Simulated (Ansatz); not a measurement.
# CH₇BO₂Si: a ladder of functionals and wavefunction methods

One table from this session's results is given with a row withheld; the runs are named, their logs left out.

Method: functionals in def2-TZVPP, the program's frozen cores in correlated methods; program: Ansatz 0.2.0, Gaussian basis.

Levels to be run: LDA (SPW92), PBE-D4, revPBE-D4, BLYP-D4, r2SCAN-D4, B97M-V, PBE0-D4, B3LYP-D4, r2SCANh-D4, r2SCAN0-D4, HSE06-D4, BHLYP-D4, CAM-B3LYP-D4, LC-ωPBE, ωB97X-V, ωB97M-V, B2PLYP, PBE-QIDH; CCSD(T)/def2-SVP; CCSD(T)/def2-TZVPP; MP2/def2-QZVPP; extrapolation to the limit; RPA on PBE.

## The relaxed structure

An earlier PBE0-D4 in a triple-zeta def2 set relaxation fixed the geometry.

SMILES `BOCO[SiH3]`, 12 atoms, charge 0, spin multiplicity 1.

Atoms are counted from 1 here; the program's logs count them from 0.

Bond lengths: B1–O2 1.345 Å, B1–H6 1.201 Å, B1–H7 1.195 Å, O2–C3 1.412 Å, C3–O4 1.381 Å, C3–H8 1.096 Å, C3–H9 1.094 Å, O4–Si5 1.657 Å, Si5–H10 1.488 Å, Si5–H11 1.483 Å, Si5–H12 1.481 Å. Angles: O2–B1–H6 119.9°, O2–B1–H7 116.9°, H6–B1–H7 123.2°, B1–O2–C3 121.7°, O2–C3–O4 110.5°, O2–C3–H8 106.6°, O2–C3–H9 110.0°, O4–C3–H8 111.0°, O4–C3–H9 108.2°, H8–C3–H9 110.6°, C3–O4–Si5 123.5°, O4–Si5–H10 109.4°, O4–Si5–H11 111.9°, O4–Si5–H12 105.5°, H10–Si5–H11 109.3°, H10–Si5–H12 110.8°, H11–Si5–H12 109.9°.

Set-up of the first run:

in.yaml reads:

```yaml
crystal:
  periodic: [false, false, false]
  atoms:
    - {symbol: B, position_ang: [-0.993785, 1.105782, 1.714550]}
    - {symbol: O, position_ang: [-0.900286, 0.494141, 0.520058]}
    - {symbol: C, position_ang: [0.062809, 0.880153, -0.438056]}
    - {symbol: O, position_ang: [1.056957, -0.073892, -0.536063]}
    - {symbol: Si, position_ang: [0.769834, -1.656100, -0.936755]}
    - {symbol: H, position_ang: [-0.274582, 2.033887, 1.969321]}
    - {symbol: H, position_ang: [-1.816481, 0.687877, 2.473784]}
    - {symbol: H, position_ang: [-0.470102, 0.991998, -1.389635]}
    - {symbol: H, position_ang: [0.525477, 1.826600, -0.143329]}
    - {symbol: H, position_ang: [-0.224766, -1.713808, -2.042449]}
    - {symbol: H, position_ang: [0.265271, -2.436764, 0.219116]}
    - {symbol: H, position_ang: [2.076653, -2.195273, -1.376541]}
basis:
  gaussian: {orbitals: def2-TZVPP}
hamiltonian: {xc: lda}
output: {orbitals: {seedname: orbitals}}
```

Steps of the session up to this table: LDA; PBE-D4 (GGA); revPBE-D4 (GGA); BLYP-D4 (GGA); r2SCAN-D4 (meta-GGA); B97M-V (meta-GGA); PBE0-D4 (hybrid); B3LYP-D4 (hybrid); r2SCANh-D4 (hybrid); r2SCAN0-D4 (hybrid); HSE06-D4 (hybrid); BHLYP-D4 (hybrid); CAM-B3LYP-D4 (range-separated); LC-ωPBE (range-separated); ωB97X-V (range-separated); ωB97M-V (range-separated); B2PLYP (double hybrid); PBE-QIDH (double hybrid).

One of the session's tables, all rows but one given; the rest of the session is left out.

It belongs to the step «Orbital energies across the functionals». 

```
  functional  HOMO (eV)  gap (eV)
 LDA (SPW92)      -7.29      5.40
      PBE-D4      -7.20      5.59
   revPBE-D4      -7.15      5.66
     BLYP-D4      -7.12      5.63
   r2SCAN-D4      -7.52      6.32
      B97M-V      -7.68      6.30
     PBE0-D4      -8.66      8.07
    B3LYP-D4      -8.45      7.60
  r2SCANh-D4      -8.07      7.22
  r2SCAN0-D4      -8.89      8.54
    HSE06-D4      -8.25      7.28
    BHLYP-D4     -10.08     10.46
CAM-B3LYP-D4          ?         ?
     LC-ωPBE     -11.44     13.13
     ωB97X-V     -11.11     12.67
     ωB97M-V     -11.00     12.26
```

Estimate the missing values for CAM-B3LYP-D4.

The run gave: HOMO (eV): -10.10; gap (eV): 10.55. In the column «HOMO (eV)» it lies between ωB97M-V (-11.00) and BHLYP-D4 (-10.08).
